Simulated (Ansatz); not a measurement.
Predict the output of the script below (the Ansatz DFT code, driven from Python).

`bsr.py`:
```python
"""BSr through the session interface."""

import ansatz
import numpy as np


def main() -> None:
    deck = {
        "crystal": {
            "periodic": [False, False, False],
            "atoms": [
                {"symbol": "Sr", "position_ang": [0.0, 0.0, 0.0]},
                {"symbol": "B", "position_ang": [0.0, 0.0, 2.525]},
            ],
        },
        "magnetization": {"spin_polarized": True, "initial_magnetization": 1},
        "basis": {"gaussian": {"orbitals": "def2-SVP"}},
        "hamiltonian": {"xc": "r2scan"},
        "output": {"forces": True},
    }
    session = ansatz.Session.from_dict(deck)
    data = session.plan(threads=1).execute().report

    print("reference energy %16.6f eV" % data["reference_energy_ev"])
    print("total energy     %16.6f eV" % data["free_energy_ev"])
    print("occupied orbitals outside the frozen core (up, down):", data["n_occupied"], " frozen:", data["n_frozen"], " virtual:", data["n_virtual"])
    symbols = ["Sr", "B"]
    state = data["mean_field"]["state"]
    print(f"mean field: {state['energy']['hartree']:.7f} Ha, <S^2> = {abs(state['spin_squared']):.4f}, stability: {state.get('stability', {}).get('kind')}")

    print("forces (eV/A)")
    for symbol, f in zip(symbols, data["forces_ev_ang"]):
        print(f"  {symbol:2s} {f[0]:9.4f} {f[1]:9.4f} {f[2]:9.4f}")
    charges = data["charge_distribution"]
    print("dipole moment", round(4.803205 * float(np.linalg.norm(charges["dipole_moment_e_ang"])), 3), "D")
    print("Mulliken:", [(s, round(q, 3)) for s, q in zip(symbols, charges["mulliken_charges_e"])])


if __name__ == "__main__":
    main()
```

Running `python bsr.py` prints:
```text
reference energy     -1505.587080 eV
total energy         -1505.587080 eV
occupied orbitals outside the frozen core (up, down): [8, 7]  frozen: 0  virtual: [29, 30]
mean field: -55.3293047 Ha, <S^2> = 1.6520, stability: minimum
forces (eV/A)
  Sr   -0.0000    0.0000   -0.7698
  B     0.0000   -0.0000    0.7698
dipole moment 4.014 D
Mulliken: [('Sr', 0.278), ('B', -0.278)]
```

What to keep in mind:
- Total energies depend on the basis set; only differences at equal settings carry meaning.
- The geometry is a force-field or estimated start, not a minimum of this method, and the basis set is short of its limit.
- def2 sets replace the cores of elements past krypton by effective core potentials.
- The species is open-shell (spin multiplicity 2).
- The expectation value of S² is noticeably off S(S+1) in at least one run, so that state is spin-contaminated.
- The spin state was assumed, and another may lie lower.
- Run time: 36 s on 1 thread of Arm Neoverse V1, with other jobs on the host, peak memory 0.21 GiB.

(Lines on the test bed's own set-up are left out of the output.)
